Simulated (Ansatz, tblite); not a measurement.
# Ga6Sb6 wurtzite hole sphere (Ga6Sb6H18): rung by rung

The task here is to estimate one member of a computed series from the others.

Method: as each input shows; program: Ansatz 0.2.0, Gaussian basis.

The runs, in order: GFN1-xTB, PBE-D4/def2-TZVP, r2SCAN-D4/def2-TZVP, r2SCAN0-D4/def2-TZVP, B97M-V/def2-TZVP, BLYP-D4/def2-TZVP, PBE+5HF/def2-SVP, PBE+10HF/def2-SVP, PBE+15HF/def2-SVP, PBE+35HF/def2-SVP, PBE+50HF/def2-SVP, PBE-D4/def2-SVP, PBE0-D4/def2-SVP, MP2/def2-SVP, RPA/def2-SVP.

**The geometry**

The geometry is that of the singlet, from an earlier relaxation (PBE-D4/def2-SVP).

30 atoms, charge 0, spin multiplicity 1.

Bond lengths: Sb1–Ga2 2.707 Å, Sb1–Ga7 2.707 Å, Sb1–H13 1.712 Å, Sb1–H14 1.721 Å, Ga2–Sb4 2.643 Å, Ga2–Sb5 2.707 Å, Ga2–H15 1.578 Å, Ga3–Sb4 2.704 Å, Ga3–Sb8 2.704 Å, Ga3–H16 1.587 Å, Ga3–H17 1.576 Å, Sb4–Ga6 2.704 Å, Sb4–H18 1.720 Å, Sb5–Ga10 2.707 Å, Sb5–H19 1.721 Å, Sb5–H20 1.712 Å, Ga6–Sb12 2.704 Å, Ga6–H21 1.587 Å and more. Angles: Ga2–Sb1–Ga7 121.6°, Ga2–Sb1–H13 108.9°, Ga2–Sb1–H14 109.0°, Ga7–Sb1–H13 108.9°, Ga7–Sb1–H14 109.0°, H13–Sb1–H14 96.6°, Sb1–Ga2–Sb4 104.4°, Sb1–Ga2–Sb5 96.6°, Sb1–Ga2–H15 111.2°, Sb4–Ga2–Sb5 104.4°, Sb4–Ga2–H15 125.2°, Sb5–Ga2–H15 111.2°, Sb4–Ga3–Sb8 98.2°, Sb4–Ga3–H16 106.1°, Sb4–Ga3–H17 109.2°, Sb8–Ga3–H16 106.1°, Sb8–Ga3–H17 109.1°, H16–Ga3–H17 124.9° and more.

Coordinates:

```xyz
30

Sb   -0.0034   -2.3364   -2.0223
Ga   -2.3646   -1.3649   -1.1232
Ga    0.0018   -2.8009    2.2025
Sb   -2.0434   -1.1803    1.4936
Sb   -2.0234    1.1655   -2.0226
Ga   -2.4241    1.4015    2.2011
Ga    2.3606   -1.3660   -1.1285
Sb    2.0456   -1.1805    1.4889
Sb    2.0186    1.1649   -2.0270
Ga   -0.0014    2.7273   -1.1282
Ga    2.4286    1.4014    2.1954
Sb    0.0013    2.3610    1.4892
H    -0.0037   -4.0395   -1.8523
H    -0.0050   -2.3084   -3.7430
H    -3.5811   -2.0662   -1.8426
H     0.0015   -3.9942    1.1568
H     0.0045   -2.9757    3.7688
H    -3.4728   -2.0051    1.9799
H    -1.9957    1.1474   -3.7435
H    -3.4990    2.0178   -1.8586
H    -3.4568    1.9969    1.1537
H    -2.5764    1.4923    3.7674
H     3.5753   -2.0677   -1.8504
H     3.4761   -2.0054    1.9719
H     1.9881    1.1474   -3.7477
H     3.4941    2.0163   -1.8644
H    -0.0011    4.1303   -1.8497
H     2.5852    1.4912    3.7611
H     3.4589    1.9960    1.1455
H     0.0021    4.0120    1.9732
```

Sb takes a core potential in the def2 sets. No spin-orbit coupling is included.

PBE0-D4/def2-TZVP was run before; its log isn't repeated, and its numbers join the tables.

Set-up of the first run:

Tight binding, by tblite at 300 K electronic temperature and without a spin-polarisation term:

```python
tblite.interface.Calculator('GFN1-xTB', numbers, positions, charge=0, uhf=0).singlepoint()
```

start.molden holds the orbitals of an earlier run on this state, given as this run's starting guess.

The input, in.yaml:

```yaml
crystal:
  periodic: [false, false, false]
  atoms:
    - {symbol: Sb, position_ang: [-0.003441, -2.336420, -2.022267]}
    - {symbol: Ga, position_ang: [-2.364629, -1.364879, -1.123210]}
    - {symbol: Ga, position_ang: [0.001830, -2.800884, 2.202467]}
    - {symbol: Sb, position_ang: [-2.043433, -1.180250, 1.493599]}
    - {symbol: Sb, position_ang: [-2.023444, 1.165501, -2.022621]}
    - {symbol: Ga, position_ang: [-2.424066, 1.401477, 2.201118]}
    - {symbol: Ga, position_ang: [2.360577, -1.365995, -1.128496]}
    - {symbol: Sb, position_ang: [2.045566, -1.180547, 1.488899]}
    - {symbol: Sb, position_ang: [2.018610, 1.164927, -2.026976]}
    - {symbol: Ga, position_ang: [-0.001362, 2.727294, -1.128154]}
    - {symbol: Ga, position_ang: [2.428583, 1.401427, 2.195405]}
    - {symbol: Sb, position_ang: [0.001289, 2.360963, 1.489199]}
    - {symbol: H, position_ang: [-0.003722, -4.039514, -1.852335]}
    - {symbol: H, position_ang: [-0.005016, -2.308403, -3.742976]}
    - {symbol: H, position_ang: [-3.581104, -2.066209, -1.842603]}
    - {symbol: H, position_ang: [0.001503, -3.994180, 1.156795]}
    - {symbol: H, position_ang: [0.004546, -2.975701, 3.768849]}
    - {symbol: H, position_ang: [-3.472807, -2.005098, 1.979915]}
    - {symbol: H, position_ang: [-1.995748, 1.147415, -3.743491]}
    - {symbol: H, position_ang: [-3.499036, 2.017840, -1.858616]}
    - {symbol: H, position_ang: [-3.456818, 1.996891, 1.153680]}
    - {symbol: H, position_ang: [-2.576350, 1.492332, 3.767390]}
    - {symbol: H, position_ang: [3.575293, -2.067685, -1.850389]}
    - {symbol: H, position_ang: [3.476067, -2.005374, 1.971922]}
    - {symbol: H, position_ang: [1.988080, 1.147362, -3.747682]}
    - {symbol: H, position_ang: [3.494145, 2.016327, -1.864393]}
    - {symbol: H, position_ang: [-0.001092, 4.130323, -1.849672]}
    - {symbol: H, position_ang: [2.585181, 1.491235, 3.761051]}
    - {symbol: H, position_ang: [3.458945, 1.996011, 1.145490]}
    - {symbol: H, position_ang: [0.002052, 4.012016, 1.973201]}
basis:
  gaussian: {orbitals: def2-TZVP, fitting: {mean_field: def2-universal-jkfit}, initial_orbitals: start.molden}
hamiltonian: {xc: pbe, dispersion: d4}
scf: {omitted_lower_state_checks: [starts]}
output: {forces: true, orbitals: {seedname: orbitals}}
```

Started as:

```bash
ansatz run in.yaml --threads 2 --pin off --events-out ev --progress --plain --max-ram 32768MiB --backend cuda --devices 0, --max-vram 18GiB
```

Among the steps run: PBE-D4/def2-TZVP; r2SCAN-D4/def2-TZVP; r2SCAN0-D4/def2-TZVP; B97M-V/def2-TZVP; BLYP-D4/def2-TZVP; PBE+5HF/def2-SVP; PBE+10HF/def2-SVP; PBE+15HF/def2-SVP; PBE+35HF/def2-SVP; PBE+50HF/def2-SVP; PBE-D4/def2-SVP; PBE0-D4/def2-SVP; MP2/def2-SVP; RPA/def2-SVP.

One table of the session follows, with a row left open; its other results are not shown here.

It belongs to the step «Binding energy». 

```
               level  binding an atom (eV)
         HF/def2-SVP                 1.508
     PBE-D4/def2-SVP                 2.347
    PBE-D4/def2-TZVP                 2.354
   BLYP-D4/def2-TZVP                 2.332
 r2SCAN-D4/def2-TZVP                 2.355
    B97M-V/def2-TZVP                 2.387
    PBE0-D4/def2-SVP                 2.336
   PBE0-D4/def2-TZVP                 2.344
r2SCAN0-D4/def2-TZVP                 2.335
        MP2/def2-SVP                     ?
```

Q: Estimate the row for MP2/def2-SVP from the others.

The run gave: binding an atom (eV): 2.113. In the column «binding an atom (eV)» it lies between HF/def2-SVP (1.508) and BLYP-D4/def2-TZVP (2.332).

Limits of these values: Free atoms were run apart at each level; binding is atoms less cluster, divided by the number of atoms, without zero-point or spin-orbit terms.
